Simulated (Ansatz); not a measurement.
# SiHgO4: the cost of one run

Program: Ansatz 0.2.0. Level of theory: reference: DFT PBE, plane waves, PAW, scalar-relativistic, no spin polarisation. These are calculated values, not measurements.

## Step 1: The structure to begin with

The structure is tetragonal, space group I-4 (No. 82). Conventional cell: a = 4.837 Å, b = 4.837 Å, c = 7.414 Å, α = 90.00°, β = 90.00°, γ = 90.00°. Around Hg (site symmetry -4) lie 4 O at 1.72 Å. Si (site symmetry -4) is surrounded by 4 O at 1.60 Å. O (site symmetry 1) has 1 Si at 1.60 Å and 1 Hg at 1.72 Å as nearest neighbours.

Structure file:

```cif
data_structure
_symmetry_space_group_name_H-M 'I-4'
_symmetry_Int_Tables_number 82
_cell_length_a 4.8370
_cell_length_b 4.8370
_cell_length_c 7.4140
_cell_angle_alpha 90.000
_cell_angle_beta 90.000
_cell_angle_gamma 90.000
_cell_volume 173.46
loop_
_atom_site_label
_atom_site_type_symbol
_atom_site_symmetry_multiplicity
_atom_site_Wyckoff_symbol
_atom_site_fract_x
_atom_site_fract_y
_atom_site_fract_z
_atom_site_occupancy
Hg1 Hg 2 a 0.00000 0.00000 0.00000 1
Si1 Si 2 d 0.50000 0.00000 0.25000 1
O1 O 8 g 0.36200 0.76000 0.36900 1
```

## Step 2: Reference

File input.yaml:

```yaml
crystal:
  lattice:
    - [0.0, 4.836983, 0.0]
    - [4.836983, 0.0, 0.0]
    - [2.418491, 2.418491, -3.707014]
  atoms:
    - { symbol: Hg, position: [0.0, 0.0, 0.0] }
    - { symbol: Si, position: [0.75, 0.25, 0.5] }
    - { symbol: O, position: [0.391, 0.269, 0.738] }
    - { symbol: O, position: [0.731, 0.129, 0.262] }
    - { symbol: O, position: [0.871, 0.993, 0.738] }
    - { symbol: O, position: [0.007, 0.609, 0.262] }
  symmetry: { tolerance: 0.0003 }
kpoints:
  mp_grid: { grid: [5, 5, 5], shift: [0, 0, 0] }
magnetization:
  spin_polarized: false
scf:
  occupations: { method: fermi_dirac }
hamiltonian:
  pseudopotentials: { kind: paw }
  xc: pbe
basis:
  ecutwfc: 420
output:
  forces: true
  stress: true
  eigenvalues: true
```

Command:

```bash
$ ansatz run input.yaml --threads 1 --pin off --max-ram 2560MiB --backend cpu --events-out ev --progress --plain --runs-dir out
```

Q: Estimate wall time and peak memory on 1 thread of Arm Neoverse V2, shared host.

About 5.9 s, with a peak of 0.33 GiB.
